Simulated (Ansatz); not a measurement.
# Be3BH3: what a guessed cell relaxes into

Where does this trial cell of Be3BH3 go when cell and atoms are let free?

Method: DFT PBE, scalar-relativistic, plane waves, PAW, in Ansatz 0.2.0.

## Step 1: Starting point

The structure is cubic, space group Pm-3m (No. 221). The conventional cell has a = 3.767 Å, b = 3.767 Å, c = 3.767 Å, α = 90.00°, β = 90.00°, γ = 90.00°. Be (site symmetry 4/mmm) has 4 H at 1.88 Å as nearest neighbours. B (site symmetry m-3m) has 6 H at 1.88 Å as nearest neighbours. H (site symmetry 4/mmm) has 4 Be at 1.88 Å and 2 B at 1.88 Å as nearest neighbours.

Structure file:

```
CELL_PARAMETERS angstrom
3.76738 0.00000 0.00000
0.00000 3.76738 0.00000
0.00000 0.00000 3.76738
ATOMIC_POSITIONS crystal
Be 0.50000 0.00000 0.00000
Be 0.00000 0.50000 0.00000
Be 0.00000 0.00000 0.50000
B 0.50000 0.50000 0.50000
H 0.50000 0.50000 0.00000
H 0.00000 0.50000 0.50000
H 0.50000 0.00000 0.50000
```

Recipe of the guess: species swapped into a database cell of Ce3GaBr3 (Pm-3m, No. 221), with H on the Ce sites, B on the Ga sites and Be on the Br sites. The dimensions are guesses.

## Step 2: Probe: one point on a coarse mesh

File input.yaml:

```yaml
crystal:
  lattice:
    - [3.76737751, 0.0, 0.0]
    - [0.0, 3.76737751, 0.0]
    - [0.0, 0.0, 3.76737751]
  atoms:
    - { symbol: Be, position: [0.5, 0.0, 0.0] }
    - { symbol: Be, position: [0.0, 0.5, 0.0] }
    - { symbol: Be, position: [0.0, 0.0, 0.5] }
    - { symbol: B, position: [0.5, 0.5, 0.5] }
    - { symbol: H, position: [0.5, 0.5, 0.0] }
    - { symbol: H, position: [0.0, 0.5, 0.5] }
    - { symbol: H, position: [0.5, 0.0, 0.5] }
basis:
  ecutwfc: 420
kpoints:
  mp_grid: { grid: [4, 4, 4] }
hamiltonian:
  xc: pbe
scf:
  occupations: { method: gaussian, width: 0.1 }
  lower_state_search: "off"
output:
  forces: true
  stress: true
  eigenvalues: true
```

Launch:

```console
$ ansatz run input.yaml --threads 1 --pin off --max-ram 2048MiB --backend cpu --events-out ev --progress --plain --runs-dir out
```

The program printed, cut to the lines that bear on the results:

```text
[...]
SCF converged after 6 iterations
Free energy (F): -474.977226 eV
[...]
E sigma→0 (E₀):  -474.972538 eV
Entropy (-TS):   -0.009375 eV (-1.339 meV/atom)
Fermi energy:    5.410238 eV
[...]
--- Forces (eV/Å), atoms counted from 1 ---
  atom   1  Be    -0.00000000     0.00000000    -0.00000000
  atom   2  Be     0.00000000     0.00000000    -0.00000000
  atom   3  Be    -0.00000000    -0.00000000     0.00000000
  atom   4  B      0.00000000     0.00000000     0.00000000
  atom   5  H      0.00000000    -0.00000000    -0.00000000
  atom   6  H      0.00000000     0.00000000     0.00000000
  atom   7  H      0.00000000    -0.00000000     0.00000000
[...]
--- Stress (GPa, compression-positive) ---
      -17.250247       0.000000       0.000000
        0.000000     -17.250247       0.000000
        0.000000       0.000000     -17.250247
  P = ⅓ Tr σ = -17.2502 GPa (-172.502 kbar)
--- Band table (eV; the first three rows and the last of 10) ---
  k-point 0: bands = ["-6.8796", "1.3451", "1.3451", "2.4918", "2.4918", "2.4918", "4.1269", "9.6260", "9.6260", "9.6260", "10.7529", "10.7529", "10.7529"]
[...]
```

Wall time 0.41 s (1 thread of Intel Xeon 6975P-C (Granite Rapids), shared host); peak memory 0.34 GiB.

From the probe: pressure -17.3 GPa, largest force 0.00 eV/Å, gap on this mesh none (metal). A cheap, loose relaxation comes first.

## Step 3: Rough relaxation on the coarse mesh

input.yaml, as its differences from that of step 2:

```diff
@@ -26 +26,6 @@
   eigenvalues: true
+relax:
+  adjacent_minimum: "off"
+  f_tol: 0.04
+  max_steps: 70
+  cell: { stress_tol: 0.4 }
```

Launch:

```console
$ ansatz run input.yaml --threads 1 --pin off --max-ram 2048MiB --backend cpu --events-out ev --progress --plain --runs-dir out
```

The program printed:

```text
Warning: RAYON_NUM_THREADS=1 ignored (pool sized by the plan → 1); use --threads N
Engine: ansatz 0.2.0, x86_64-unknown-linux-gnu
Pseudopotentials: kind: paw
Pseudopotential: Be, paw, valence charge 2, recommended cutoff 420 eV (normal), Be.paw.azcp
Pseudopotential: B, paw, valence charge 3, recommended cutoff 420 eV (normal), B.paw.azcp
Pseudopotential: H, paw, valence charge 1, recommended cutoff 420 eV (normal), H.paw.azcp
Functional definition: PBE
  parameter kappa = 0.804
  parameter beta = 0.06672455060314922
  exchange = pbe_x(kappa = kappa, mu = beta*pi^2/3)
  correlation = pbe_c(beta = beta)
Crystal: 7 atoms, lattice volume = 53.471 Å³
Basis set: ecut = 420 eV, 1021 PW (Γ), exchange–correlation on 54×54×54 points (8 copies of the dense FFT grid, shifted against one another)
Bands: 13, of which v1, the nominal top of the filled ones, is band 6 counted from 1 (5 counted from 0)
Symmetry: 48 space group operations
Space group: Pm-3m (ITA 221), of the structure as read, at distance tolerance 3.8e-5 Å
k-points: 10 of 64
Non-local potential: Be, projectors of the file, l = 0: 2, l = 1: 2, l = 2: 1
Non-local potential: B, projectors of the file, l = 0: 2, l = 1: 2, l = 2: 1
Non-local potential: H, projectors of the file, l = 0: 2, l = 1: 1
PAW form: soft (Blöchl's): semilocal exchange-correlation on the pseudo side does not see the compensation charge
PAW one-centre angular grid: Be, 110 points (default); XC on 64 Gauss nodes
PAW one-centre angular grid: B, 110 points (default); XC on 64 Gauss nodes
PAW one-centre angular grid: H, 110 points (default); XC on 64 Gauss nodes
Initial density: superposition of atomic densities (neutral atoms: chi_scale 0, normalization atom), corrected by the library's trained network
Initial wavefunctions: pseudopotential atomic-orbital guess
Functional: x = pbe(κ = 0.804, μ = 0.2195149727645171), c = pbe(β = 0.06672455060314922)
SCF iter   1: F=—  HF=-474.984770 eV  |F-HF|=—  |Δ(HF+E_count)|=         —  Δρ=5.62e-3  dr2=3.21e-2  ethr=1.77e-3  ⟨swp⟩=5.1  Hψ=763  notcnv=0  defer=1
preconditioner: auto → none  [insulator: Δε(μ)=0.292 eV  Ē_g=9.076 eV  σ=0.100 eV  W_gap=0.87  n_scr=6 (ndim 8)  ℏωp=17.6 eV  f_vac=0.000  D(μ)=1.49/eV (n_scr^D=6)  ε∞_Penn≈4.8]
SCF iter   2: F=—  HF=-474.978150 eV  |F-HF|=—  |Δ(HF+E_count)|=   6.62e-3  Δρ=2.37e-3  dr2=5.23e-3  ethr=2.67e-4  ⟨swp⟩=2.3  Hψ=251  notcnv=0  defer=5
SCF iter   3: F=—  HF=-474.977066 eV  |F-HF|=—  |Δ(HF+E_count)|=   1.08e-3  Δρ=9.08e-4  dr2=3.35e-4  ethr=4.36e-5  ⟨swp⟩=2.2  Hψ=157  notcnv=0  defer=6
SCF iter   4: F=—  HF=-474.977219 eV  |F-HF|=—  |Δ(HF+E_count)|=   1.53e-4  Δρ=1.53e-4  dr2=7.72e-6  ethr=2.79e-6  ⟨swp⟩=2.3  Hψ=167  notcnv=0  defer=6
SCF iter   5: F=—  HF=-474.977225 eV  |F-HF|=—  |Δ(HF+E_count)|=   6.41e-6  Δρ=2.66e-5  dr2=1.29e-7  ethr=6.43e-8  ⟨swp⟩=2.3  Hψ=180  notcnv=0  defer=7
SCF iter   6: F=-474.977226 eV  HF=-474.977226 eV  |F-HF|=9.86e-10  |Δ(HF+E_count)|=   1.83e-7  Δρ=1.92e-6  dr2=2.06e-9  ethr=8.33e-10  ⟨swp⟩=5.9  Hψ=493  notcnv=0
SCF 1 converged in 6 iterations: F = -474.977226 eV  dr2 = 2.06e-9
relax step   1: F+E_penalty+E_count = -474.97722553 eV  Δ(F+E_penalty+E_count) = +0.000e0 eV  max|allowed force component| = 4.505e-30 eV/Å  Δτ_max = 0.0000 Å  P = -17.250 GPa  Ω = 53.471 Å³  (6 SCF iters, dr2 threshold 1.00e-7 eV, accepted)
Crystal: 7 atoms, lattice volume = 46.026 Å³
Basis set: ecut = 420 eV, 895 PW (Γ), exchange–correlation on 54×54×54 points (8 copies of the dense FFT grid, shifted against one another)
Initial density: handed on by an earlier stage of this run
Initial wavefunctions: those handed on with the density
iter 1 solved again at ethr=2.67e-4 eV; its pass at ethr=3.10e-3 eV (dr2=3.20e-2 eV) is discarded
SCF iter   1: F=—  HF=-475.624464 eV  |F-HF|=—  |Δ(HF+E_count)|=         —  Δρ=7.07e-3  dr2=3.03e-2  ethr=2.67e-4  ⟨swp⟩=1.0  Hψ=931  notcnv=0
preconditioner: auto → none  [insulator: Δε(μ)=0.292 eV  Ē_g=10.197 eV  σ=0.100 eV  W_gap=0.52  n_scr=6 (ndim 8)  ℏωp=19.0 eV  f_vac=0.000  D(μ)=5.75/eV (n_scr^D=80)  ε∞_Penn≈4.5]
SCF iter   2: F=—  HF=-475.620901 eV  |F-HF|=—  |Δ(HF+E_count)|=   3.56e-3  Δρ=5.66e-3  dr2=2.91e-2  ethr=2.53e-4  ⟨swp⟩=2.4  Hψ=233  notcnv=0
SCF iter   3: F=—  HF=-475.615655 eV  |F-HF|=—  |Δ(HF+E_count)|=   5.25e-3  Δρ=1.94e-3  dr2=1.26e-3  ethr=2.43e-4  ⟨swp⟩=1.1  Hψ=147  notcnv=0
SCF iter   4: F=—  HF=-475.614970 eV  |F-HF|=—  |Δ(HF+E_count)|=   6.85e-4  Δρ=3.21e-4  dr2=2.53e-5  ethr=1.05e-5  ⟨swp⟩=2.0  Hψ=163  notcnv=0
SCF iter   5: F=—  HF=-475.614914 eV  |F-HF|=—  |Δ(HF+E_count)|=   5.64e-5  Δρ=6.01e-5  dr2=2.04e-6  ethr=2.11e-7  ⟨swp⟩=2.7  Hψ=190  notcnv=0
SCF iter   6: F=-475.614913 eV  HF=-475.614913 eV  |F-HF|=1.23e-8  |Δ(HF+E_count)|=   4.92e-7  Δρ=8.31e-6  dr2=2.57e-8  ethr=5.83e-9  ⟨swp⟩=5.2  Hψ=609  notcnv=0
SCF 2 converged in 6 iterations: F = -475.614913 eV  dr2 = 2.57e-8
relax step   2: F+E_penalty+E_count = -475.61491309 eV  Δ(F+E_penalty+E_count) = -6.377e-1 eV  max|allowed force component| = 6.691e-31 eV/Å  Δτ_max = 0.0000 Å  P = -9.174 GPa  Ω = 46.026 Å³  energy of the carried Pulay correction = +5.793e-3 eV  (6 SCF iters, dr2 threshold 7.00e-7 eV, accepted)
Crystal: 7 atoms, lattice volume = 39.769 Å³
Basis set: ecut = 420 eV, 751 PW (Γ), exchange–correlation on 54×54×54 points (8 copies of the dense FFT grid, shifted against one another)
iter 1 solved again at ethr=1.76e-4 eV; its pass at ethr=3.10e-3 eV (dr2=2.11e-2 eV) is discarded
SCF iter   1: F=—  HF=-475.777658 eV  |F-HF|=—  |Δ(HF+E_count)|=         —  Δρ=5.99e-3  dr2=1.98e-2  ethr=1.76e-4  ⟨swp⟩=1.0  Hψ=922  notcnv=0
preconditioner: auto → none  [metal: Δε(μ)=0.059 eV  Ē_g=11.301 eV  σ=0.100 eV  W_gap=0.30  n_scr=6 (ndim 8)  ℏωp=20.4 eV  f_vac=0.000  D(μ)=3.80/eV (n_scr^D=56)]
SCF iter   2: F=—  HF=-475.771443 eV  |F-HF|=—  |Δ(HF+E_count)|=   6.21e-3  Δρ=2.63e-3  dr2=2.22e-3  ethr=1.65e-4  ⟨swp⟩=1.0  Hψ=130  notcnv=0
SCF iter   3: F=—  HF=-475.770338 eV  |F-HF|=—  |Δ(HF+E_count)|=   1.10e-3  Δρ=5.58e-4  dr2=1.09e-4  ethr=1.85e-5  ⟨swp⟩=1.3  Hψ=145  notcnv=0
SCF iter   4: F=—  HF=-475.770301 eV  |F-HF|=—  |Δ(HF+E_count)|=   3.72e-5  Δρ=6.15e-5  dr2=7.48e-7  ethr=9.12e-7  ⟨swp⟩=1.7  Hψ=161  notcnv=0
iter 5 did not close the SCF: its close was put off for the readings that it lacked (scf_convergence_deferred on its scf_iter line)
SCF iter   5: F=-475.770301 eV  HF=-475.770301 eV  |F-HF|=3.88e-10  |Δ(HF+E_count)|=   2.65e-7  Δρ=6.10e-6  dr2=5.61e-9  ethr=6.23e-9  ⟨swp⟩=2.6  Hψ=197  notcnv=0
SCF iter   6: F=-475.770301 eV  HF=-475.770301 eV  |F-HF|=2.72e-11  |Δ(HF+E_count)|=   1.72e-9  Δρ=5.56e-7  dr2=4.95e-11  ethr=4.68e-11  ⟨swp⟩=1.2  Hψ=388  notcnv=0
the search or the solves at the SCF's close seem to have found levels that the self-consistency loop had missed (the run counts 1). By its estimate they hold under 1e-12 electrons; where the run keeps them, the occupations were computed again with them
SCF 3 converged in 6 iterations: F = -475.770301 eV  dr2 = 4.95e-11
relax step   3: F+E_penalty+E_count = -475.77030147 eV  Δ(F+E_penalty+E_count) = -1.554e-1 eV  max|allowed force component| = 3.015e-30 eV/Å  Δτ_max = 0.0000 Å  P = +3.109 GPa  Ω = 39.769 Å³  energy of the carried Pulay correction = +1.138e-2 eV  (6 SCF iters, dr2 threshold 7.00e-7 eV, accepted)
Crystal: 7 atoms, lattice volume = 41.041 Å³
Basis set: ecut = 420 eV, 799 PW (Γ), exchange–correlation on 54×54×54 points (8 copies of the dense FFT grid, shifted against one another)
iter 1 solved again at ethr=1.22e-5 eV; its pass at ethr=3.10e-3 eV (dr2=1.46e-3 eV) is discarded
SCF iter   1: F=—  HF=-475.780704 eV  |F-HF|=—  |Δ(HF+E_count)|=         —  Δρ=1.49e-3  dr2=1.48e-3  ethr=1.22e-5  ⟨swp⟩=1.1  Hψ=798  notcnv=0
preconditioner: auto → none  [metal: Δε(μ)=0.100 eV  Ē_g=11.026 eV  σ=0.100 eV  W_gap=0.49  n_scr=6 (ndim 8)  ℏωp=20.1 eV  f_vac=0.000  D(μ)=4.17/eV (n_scr^D=56)]
SCF iter   2: F=—  HF=-475.780311 eV  |F-HF|=—  |Δ(HF+E_count)|=   3.93e-4  Δρ=5.52e-4  dr2=8.45e-5  ethr=1.22e-5  ⟨swp⟩=1.1  Hψ=131  notcnv=0
SCF iter   3: F=—  HF=-475.780249 eV  |F-HF|=—  |Δ(HF+E_count)|=   6.18e-5  Δρ=1.61e-4  dr2=5.23e-6  ethr=7.04e-7  ⟨swp⟩=1.2  Hψ=141  notcnv=0
iter 4 did not close the SCF: its close was put off for the readings that it lacked (scf_convergence_deferred on its scf_iter line)
SCF iter   4: F=-475.780246 eV  HF=-475.780246 eV  |F-HF|=9.09e-10  |Δ(HF+E_count)|=   2.93e-6  Δρ=1.38e-5  dr2=4.32e-8  ethr=4.35e-8  ⟨swp⟩=2.0  Hψ=194  notcnv=0
iter 5 did not close the SCF: its close was put off for the readings that it lacked (scf_convergence_deferred on its scf_iter line)
SCF iter   5: F=-475.780246 eV  HF=-475.780246 eV  |F-HF|=9.12e-11  |Δ(HF+E_count)|=   1.50e-8  Δρ=1.42e-6  dr2=6.68e-10  ethr=3.60e-10  ⟨swp⟩=2.0  Hψ=192  notcnv=0
SCF iter   6: F=-475.780246 eV  HF=-475.780246 eV  |F-HF|=1.02e-12  |Δ(HF+E_count)|=  1.95e-10  Δρ=1.08e-7  dr2=3.93e-12  ethr=5.56e-12  ⟨swp⟩=1.2  Hψ=376  notcnv=0
the search or the solves at the SCF's close seem to have found levels that the self-consistency loop had missed (the run counts 1). By its estimate they hold under 1e-12 electrons; where the run keeps them, the occupations were computed again with them
SCF 4 converged in 6 iterations: F = -475.780246 eV  dr2 = 3.93e-12
relax step   4: F+E_penalty+E_count = -475.78024619 eV  Δ(F+E_penalty+E_count) = -9.945e-3 eV  max|allowed force component| = 3.111e-31 eV/Å  Δτ_max = 0.0000 Å  P = -0.216 GPa  Ω = 41.041 Å³  energy of the carried Pulay correction = +1.019e-2 eV  (6 SCF iters, dr2 threshold 7.00e-7 eV, accepted)
Basis set: ecut = 420 eV, 799 PW (Γ), exchange–correlation on 48×48×48 points (8 copies of the dense FFT grid, shifted against one another)
Initial wavefunctions: pseudopotential atomic-orbital guess (no wavefunctions were taken with the density)
iter 1 solved again at ethr=9.95e-8 eV; its pass at ethr=3.10e-3 eV (dr2=1.19e-5 eV) is discarded
SCF iter   1: F=—  HF=-475.773982 eV  |F-HF|=—  |Δ(HF+E_count)|=         —  Δρ=4.51e-4  dr2=8.45e-6  ethr=9.95e-8  ⟨swp⟩=2.6  Hψ=1069  notcnv=0
preconditioner: auto → none  [metal: Δε(μ)=0.084 eV  Ē_g=11.026 eV  σ=0.100 eV  W_gap=0.42  n_scr=6 (ndim 8)  ℏωp=20.1 eV  f_vac=0.000  D(μ)=4.23/eV (n_scr^D=56)]
SCF iter   2: F=—  HF=-475.774026 eV  |F-HF|=—  |Δ(HF+E_count)|=   4.35e-5  Δρ=2.29e-4  dr2=2.01e-6  ethr=7.04e-8  ⟨swp⟩=2.2  Hψ=184  notcnv=0
SCF iter   3: F=—  HF=-475.774036 eV  |F-HF|=—  |Δ(HF+E_count)|=   1.03e-5  Δρ=1.70e-5  dr2=5.30e-8  ethr=1.67e-8  ⟨swp⟩=2.3  Hψ=189  notcnv=0
iter 4 did not close the SCF: its close was put off for the readings that it lacked (scf_convergence_deferred on its scf_iter line)
SCF iter   4: F=-475.774036 eV  HF=-475.774036 eV  |F-HF|=2.86e-10  |Δ(HF+E_count)|=   4.98e-8  Δρ=1.66e-6  dr2=4.64e-10  ethr=4.41e-10  ⟨swp⟩=2.1  Hψ=195  notcnv=0
iter 5 did not close the SCF: its close was put off for the readings that it lacked (scf_convergence_deferred on its scf_iter line)
SCF iter   5: F=-475.774036 eV  HF=-475.774036 eV  |F-HF|=2.61e-12  |Δ(HF+E_count)|=  3.32e-10  Δρ=1.37e-7  dr2=7.74e-12  ethr=3.87e-12  ⟨swp⟩=2.5  Hψ=191  notcnv=0
SCF iter   6: F=-475.774036 eV  HF=-475.774036 eV  |F-HF|=1.71e-13  |Δ(HF+E_count)|=  1.02e-12  Δρ=3.00e-8  dr2=1.14e-13  ethr=1.00e-12  ⟨swp⟩=1.0  Hψ=300  notcnv=0
SCF 5 converged in 6 iterations: F = -475.774036 eV  dr2 = 1.14e-13
relax step   5: F+E_penalty+E_count = -475.77403589 eV  Δ(F+E_penalty+E_count) = +6.210e-3 eV  max|allowed force component| = 3.803e-31 eV/Å  Δτ_max = 0.0000 Å  P = -0.281 GPa  Ω = 41.041 Å³  stress off target by 2.81e-1 GPa  SCF on the basis re-selected at this cell (its energy is not comparable with the rows above)  (6 SCF iters)
basis re-selected at this cell: Δ(F+E_penalty+E_count) = +6.210e-3 eV, ΔP = -0.065 GPa vs the last step (what re-selecting the basis moved, of the pressure what is left beyond the Pulay correction that the steps carried, after the strain that the cell walked since its last selection, with what the two solves' SCF thresholds leave and, on support functions, any second-order correction that the steps lacked; it is no measure of the basis error at this ecutwfc). The dense FFT grid was sized anew with the basis: this SCF ran on 24×24×24 points, the steps before it on 27×27×27, so part of this shift can come from that change (see relax.cell in the input reference). This SCF's stress stands 2.81e-1 GPa from its target on what of the cell is left free (relax.cell.stress_tol is 4.00e-1 GPa) and its largest allowed force component is 3.80e-31 eV/Å (relax.f_tol is 4.00e-2 eV/Å): within both
SCF converged after 6 iterations
Free energy (F): -475.774036 eV
Harris-Foulkes:  -475.774036 eV  (|F-HF|=1.71e-13)
Internal energy: -475.752892 eV  (E = F + TS)
E sigma→0 (E₀):  -475.763464 eV
Entropy (-TS):   -0.021143 eV (-3.020 meV/atom)
Fermi energy:    7.966046 eV
--- Per-component energies (eV) ---
  E_band       = 20.218549
  E_kinetic    = 144.658764
  E_local      = -36.508360  (includes V_loc(G=0)·N_el)
  E_nonlocal   = 29.916054
  E_hartree    = 12.094197
  E_xc         = -117.075679
  E_vxc        = -134.022495  (∫ρ·V_xc dr)
  E_paw        = -257.954737  (= ΣΔE_a)
  E_vpaw       = -8.010657  (= ΣTr[D̂ρ^β])
  E_aug_tail   = -0.003151  (compensation charges beyond the density's cutoff)
  E_ewald      = -250.879982
  E_smearing   = -0.021143  (= −TS)
  E_closure    = 0.000000  (closes the sum)
  Σ components = -475.774036   (vs F -475.774036, Δ=0.00e0)
--- Forces (eV/Å), atoms counted from 1 ---
  atom   1  Be     0.00000000     0.00000000    -0.00000000
  atom   2  Be     0.00000000    -0.00000000    -0.00000000
  atom   3  Be     0.00000000     0.00000000    -0.00000000
  atom   4  B      0.00000000    -0.00000000     0.00000000
  atom   5  H      0.00000000    -0.00000000     0.00000000
  atom   6  H     -0.00000000    -0.00000000     0.00000000
  atom   7  H      0.00000000    -0.00000000    -0.00000000
  max |Σ_I F_I| component: 7.64e-31 eV/Å
--- Stress (GPa, compression-positive) ---
       -0.281204      -0.000000       0.000000
       -0.000000      -0.281204       0.000000
        0.000000       0.000000      -0.281204
  P = ⅓ Tr σ = -0.2812 GPa (-2.812 kbar)
--- Band table (eV; the first three rows and the last of 10) ---
  k-point 0: bands = ["-6.7065", "3.1718", "3.1718", "3.9097", "3.9097", "3.9097", "7.0386", "12.8430", "12.8430", "12.8430", "14.1728", "14.1728", "14.1728"]
  k-point 1: bands = ["-6.1353", "-0.6406", "3.0792", "4.6110", "4.6110", "6.0300", "10.3650", "10.5556", "10.5556", "11.0589", "13.9643", "14.1840", "14.1840"]
  k-point 2: bands = ["-5.0320", "-3.0111", "2.9894", "6.0544", "6.0544", "6.6022", "7.8829", "7.8829", "9.7555", "13.7988", "15.2388", "15.2388", "16.2316"]
  k-point 9: bands = ["-1.6439", "-1.6439", "-1.6439", "1.4164", "3.4038", "6.1685", "6.1685", "6.1685", "16.4756", "16.4756", "16.4756", "20.3815", "20.3815"]
--- Relaxed structure (4 steps of the walk, 4 accepted, 1 SCFs on fresh bases) ---
  F+E_penalty+E_count = -475.77403589 eV   max|allowed force component| = 3.803e-31 eV/Å   (the final SCF, on the basis selected at the relaxed cell)
  cell:  # Å, volume = 41.0407 Å³
    - [3.4493590139977606, 7.703249579808614e-34, 3.851859888774472e-34]
    - [-2.5683767902566437e-34, 3.44935901399776, 2.5679065925163143e-34]
    - [3.851859888774472e-34, 2.5679065925163143e-34, 3.44935901399776]
  atoms:
    - { symbol: Be, position: [0.5, 6.123898051343358e-36, 3.6134802166346556e-37] }
    - { symbol: Be, position: [-5.781568346594099e-36, 0.5, -7.036777263958222e-37] }
    - { symbol: Be, position: [-3.65151685047841e-36, -1.3312821850738478e-36, 0.5] }
    - { symbol: B, position: [0.5, 0.5, 0.5] }
    - { symbol: H, position: [0.5, 0.5, 8.938608956946917e-37] }
    - { symbol: H, position: [2.7386376378879434e-36, 0.5, 0.5] }
    - { symbol: H, position: [0.5, -2.6625643701116025e-37, 0.5] }
```

Wall time 2.1 s (1 thread of Intel Xeon 6975P-C (Granite Rapids), shared host); peak memory 0.32 GiB.

Step by step:

```
step  E - E(step 1) (eV/cell)  largest force component (eV/Å)  pressure (GPa)  volume (Å³)
   1                   0.0000                          0.0000          -17.25        53.47
   2                  -0.6377                          0.0000           -9.17        46.03
   3                  -0.7931                          0.0000            3.11        39.77
   4                  -0.8030                          0.0000           -0.22        41.04
   5                  -0.7968                          0.0000           -0.28        41.04
```

Step 1 is the start. Step 5 repeats the geometry before it on a plane-wave basis chosen anew for that cell, so its energy need not be comparable with the rows above.

|  | before | after | change |
| --- | --- | --- | --- |
| a (Å) | 3.767 | 3.449 | -8.4 % |
| b (Å) | 3.767 | 3.449 | -8.4 % |
| c (Å) | 3.767 | 3.449 | -8.4 % |
| volume (Å³/atom) | 7.64 | 5.86 | -23.2 % |
| shortest distance (Å) | 1.884 | 1.725 | -8.4 % |
| space group (0.01 Å) | Pm-3m | Pm-3m | same |

Forces and stress were held to the start's 48 operations: a distortion of lower symmetry was not tested.

[end of part 1 of 2]
